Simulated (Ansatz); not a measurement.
# ReAs3Os2: the cost of one run

Method: DFT PBE, scalar-relativistic, plane waves, PAW, in Ansatz 0.2.0.

### 1 The structure to begin with

Symmetry: P6/mmm, No. 191, hexagonal system. The conventional cell has a = 6.077 Å, b = 6.077 Å, c = 3.571 Å, α = 90.00°, β = 90.00°, γ = 120.00°. Re (site symmetry 6/mmm) has 6 Os at 3.51 Å and 12 As at 3.52 Å and 2 Re at 3.57 Å as nearest neighbours. Around As (site symmetry mmm) lie 4 Os at 2.50 Å and 4 Re at 3.52 Å. Os (site symmetry -6m2) has 6 As at 2.50 Å as nearest neighbours.

Coordinates:

```
CELL_PARAMETERS angstrom
6.07721 0.00000 0.00000
-3.03860 5.26302 0.00000
0.00000 0.00000 3.57071
ATOMIC_POSITIONS crystal
Re 0.00000 0.00000 0.00000
As 0.50000 0.00000 0.50000
As 0.50000 0.50000 0.50000
As 0.00000 0.50000 0.50000
Os 0.33333 0.66667 0.00000
Os 0.66667 0.33333 0.00000
```

A structure generator made this guess: species swapped into a database cell of ErB2Rh3 (P6/mmm, No. 191), with Re on the Er sites, Os on the B sites and As on the Rh sites. The dimensions are guesses.

### 2 Probe: one point on a coarse mesh

The input, input.yaml:

```yaml
crystal:
  lattice:
    - [6.07720868, 0.0, 0.0]
    - [-3.03860434, 5.2630171, 0.0]
    - [0.0, 0.0, 3.5707135]
  atoms:
    - { symbol: Re, position: [0.0, 0.0, 0.0] }
    - { symbol: As, position: [0.5, 0.0, 0.5] }
    - { symbol: As, position: [0.5, 0.5, 0.5] }
    - { symbol: As, position: [0.0, 0.5, 0.5] }
    - { symbol: Os, position: [0.33333333, 0.66666667, 0.0] }
    - { symbol: Os, position: [0.66666667, 0.33333333, 0.0] }
basis:
  ecutwfc: 420
kpoints:
  mp_grid: { grid: [3, 3, 6] }
hamiltonian:
  xc: pbe
scf:
  occupations: { method: gaussian, width: 0.1 }
  lower_state_search: "off"
output:
  forces: true
  stress: true
  eigenvalues: true
```

Launch:

```bash
$ ansatz run input.yaml --threads 1 --pin off --max-ram 2560MiB --backend cpu --events-out ev --progress --plain --runs-dir out
```

**Question.** How long does this run take on 1 thread of Arm Neoverse V1, shared host, and how much memory does it need?

About 5.5 s, with a peak of 0.41 GiB.
